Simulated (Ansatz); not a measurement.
What does this script print? It uses the Ansatz DFT code, driven from Python.

`adiabatic_ch4ges.py`
```python
"""Vertical and adiabatic ionisation of CH4GeS."""

import itertools

import ansatz as az
from ase import Atoms
from ase.data import atomic_numbers, covalent_radii
import numpy as np


def main() -> None:
    atoms = Atoms(["C", "S", "Ge", "H", "H", "H", "H"], positions=[
        [-0.7995, 0.6375, -0.2299],
        [0.0001, -0.095, 1.1646],
        [1.425, -1.1701, -0.1419],
        [-1.2007, -0.0871, -0.9096],
        [-0.1382, 1.3116, -0.8307],
        [-1.6731, 1.3339, 0.1389],
        [2.4476, -1.9989, 0.763],
    ])
    mol = az.Crystal.molecule_from_ase(atoms)

    calc = (
        mol.calculation()
        .basis(gaussian="def2-SVP")
        .functional("b3lyp", dispersion="d3bj")
    )
    symbols = [site.symbol for site in mol.cartesian_sites]
    start = np.array([site.position_ang for site in mol.cartesian_sites], dtype=float)
    rep = calc.relax(force_tolerance=0.01).run(threads=1, backend="cpu").report
    end = np.array(rep["positions_ang"])

    minimum = az.Crystal.molecule()
    for symbol, place in zip(symbols, end):
        minimum = minimum.atom(symbol, place.tolist())
    ion = (
        minimum.calculation()
        .basis(gaussian="def2-SVP")
        .functional("b3lyp", dispersion="d3bj")
        .charge(1)
        .spin("collinear", total=1)
    )
    vertical = ion.run(threads=1, backend="cpu").report
    settled = ion.relax(force_tolerance=0.01, max_steps=80).run(threads=1, backend="cpu").report
    print(f"vertical ionisation energy   {vertical['free_energy_ev'] - rep['free_energy_ev']:.3f} eV")
    print(f"adiabatic, no zero point     {settled['free_energy_ev'] - rep['free_energy_ev']:.3f} eV")
    print(f"relaxation energy of the ion {vertical['free_energy_ev'] - settled['free_energy_ev']:.3f} eV")
    ionised = np.array(settled["positions_ang"])
    # pairs closer than 1.2 times the sum of covalent radii, before or after
    radius = [covalent_radii[atomic_numbers[s]] for s in symbols]
    span = lambda where, i, j: np.linalg.norm(where[i] - where[j])
    bonded = [(i, j) for i, j in itertools.combinations(range(len(symbols)), 2) if min(span(end, i, j), span(ionised, i, j)) < 1.2 * (radius[i] + radius[j])]
    print("pair        before    after (A)")
    for i, j in bonded:
        print(f"{symbols[i]}{i}-{symbols[j]}{j}".ljust(10), f"{span(end, i, j):8.4f} {span(ionised, i, j):8.4f}")


if __name__ == "__main__":
    main()
```

```console
$ python adiabatic_ch4ges.py
vertical ionisation energy   8.955 eV
adiabatic, no zero point     8.610 eV
relaxation energy of the ion 0.346 eV
pair        before    after (A)
C0-S1        1.8365   1.8439
C0-H3        1.0995   1.0967
C0-H4        1.0992   1.0979
C0-H5        1.0992   1.0980
S1-Ge2       2.2216   2.1452
Ge2-H6       1.6021   1.5710
```

Reading the output:
- The energies are electronic: no zero-point or thermal terms, and the basis set is short of its limit. The product may relax into another structure. The relaxation finds the nearest minimum, so the adiabatic value is an upper bound.
- b3lyp holds the VWN-RPA fit, as in Gaussian; the form of ORCA and Turbomole is b3lyp5.
- It ran for 2.3 min on 1 thread of Arm Neoverse V1 (shared host), peak memory 0.34 GiB.

(Lines on the test bed's own set-up are left out of the output.)
